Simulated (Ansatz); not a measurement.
# C2H5AlBrCl: small, medium and large basis sets

One table from this session's results is given with a row withheld; the runs are named, their logs left out.

Computed with Ansatz 0.2.0, Gaussian basis. Level: one geometry, several basis sets.

Plan: PBE0-D4/def2-SVP; ωB97M-V/def2-SVP; PBE0-D4/def2-QZVPP; ωB97M-V/def2-QZVPP; the functionals' def2-TZVPP values are taken from earlier runs.

### The relaxed structure

The geometry comes from an earlier relaxation with PBE0-D4 in a triple-zeta def2 set; it is a stationary point, not always the lowest conformer.

SMILES `C[CH2][Al]([Cl])[Br]`, 10 atoms, charge 0, spin multiplicity 1.

Atoms are counted from 1 here; the program's logs count them from 0.

Bond lengths: C1–C2 1.527 Å, C1–H6 1.092 Å, C1–H7 1.093 Å, C1–H8 1.092 Å, C2–Al3 1.940 Å, C2–H9 1.097 Å, C2–H10 1.097 Å, Al3–Cl4 2.092 Å, Al3–Br5 2.251 Å. Angles: C2–C1–H6 111.7°, C2–C1–H7 111.4°, C2–C1–H8 111.7°, H6–C1–H7 107.5°, H6–C1–H8 106.8°, H7–C1–H8 107.5°, C1–C2–Al3 116.2°, C1–C2–H9 110.9°, C1–C2–H10 110.9°, Al3–C2–H9 106.7°, Al3–C2–H10 106.7°, H9–C2–H10 104.6°, C2–Al3–Cl4 121.1°, C2–Al3–Br5 122.0°, Cl4–Al3–Br5 117.0°.

Geometry (Å):

```
C    -0.4256    0.1126    1.2946
C     0.3546   -0.5792    0.1795
Al    0.2623    0.2495   -1.5727
Cl    1.2707   -0.5738   -3.2107
Br   -0.9246    2.1265   -1.9426
H    -1.4924    0.1695    1.0669
H    -0.3208   -0.4189    2.2445
H    -0.0821    1.1374    1.4528
H     0.0226   -1.6176    0.0548
H     1.4186   -0.6572    0.4358
```

Set-up of the first run:

in.yaml

```yaml
crystal:
  periodic: [false, false, false]
  atoms:
    - {symbol: C, position_ang: [-0.425602, 0.112578, 1.294649]}
    - {symbol: C, position_ang: [0.354574, -0.579200, 0.179457]}
    - {symbol: Al, position_ang: [0.262254, 0.249464, -1.572749]}
    - {symbol: Cl, position_ang: [1.270676, -0.573784, -3.210703]}
    - {symbol: Br, position_ang: [-0.924613, 2.126542, -1.942563]}
    - {symbol: H, position_ang: [-1.492437, 0.169479, 1.066870]}
    - {symbol: H, position_ang: [-0.320837, -0.418902, 2.244518]}
    - {symbol: H, position_ang: [-0.082104, 1.137380, 1.452834]}
    - {symbol: H, position_ang: [0.022597, -1.617565, 0.054800]}
    - {symbol: H, position_ang: [1.418592, -0.657195, 0.435787]}
basis:
  gaussian: {orbitals: def2-SVP}
hamiltonian: {xc: pbe0, dispersion: d4}
output: {orbitals: {seedname: orbitals}}
```

Steps of the session up to this table: PBE0-D4 in def2-SVP; ωB97M-V in def2-SVP; PBE0-D4 in def2-QZVPP; ωB97M-V in def2-QZVPP.

One table of the session follows, with a row left open; its other results are not shown here.

It belongs to the step «Functionals by basis». 

| functional | basis | HOMO (eV) |
| --- | --- | --- |
| PBE0-D4 | def2-SVP | -8.19 |
| PBE0-D4 | def2-TZVPP | ? |
| PBE0-D4 | def2-QZVPP | -8.25 |
| ωB97M-V | def2-SVP | -10.35 |
| ωB97M-V | def2-TZVPP | -10.41 |
| ωB97M-V | def2-QZVPP | -10.42 |

Q: Estimate the row for PBE0-D4, def2-TZVPP from the others.

**Answer.** HOMO (eV): -8.23. In the column «HOMO (eV)» it lies between PBE0-D4, def2-QZVPP (-8.25) and PBE0-D4, def2-SVP (-8.19).
